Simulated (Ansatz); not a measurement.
Tc3Sn:

```
Sn Tc
1.0
     5.65336    0.00000    0.00000
    -2.82668    4.89595    0.00000
     0.00000    0.00000    4.60314
Sn Tc
2 6
Direct
  0.33333 0.66667 0.75000
  0.66667 0.33333 0.25000
  0.16492 0.32984 0.25000
  0.16492 0.83508 0.25000
  0.67016 0.83508 0.25000
  0.83508 0.67016 0.75000
  0.83508 0.16492 0.75000
  0.32984 0.16492 0.75000
```

The cell comes from a database or a generator and needn't be the stable form of this composition.

Base run:

```yaml
Program: Ansatz 0.2.0
Functional: PBEsol
Potentials_or_basis: Ansatz PAW earlier set
Cutoff: "500 eV (not typed: the program's choice for these potentials)"
k_mesh: 6 × 6 × 6
Occupations: gaussian, width 0.05 eV
Spin: no spin polarisation
```

Its results: band gap on the k mesh none (metal or under the smearing width); pressure -9.2 GPa; largest force 0.089 eV/Å.

**Question.** The run is repeated on the same cell with these changes: functional from PBEsol to r2SCAN. What comes out?

**Answer.** Band gap on the k mesh none (metal or under the smearing width); pressure -5.7 GPa; largest force 0.011 eV/Å.

Caveats: the PAW data sets come from PBE, with cores solved anew for the run's functional, which leaves a small shift of forces and pressure.
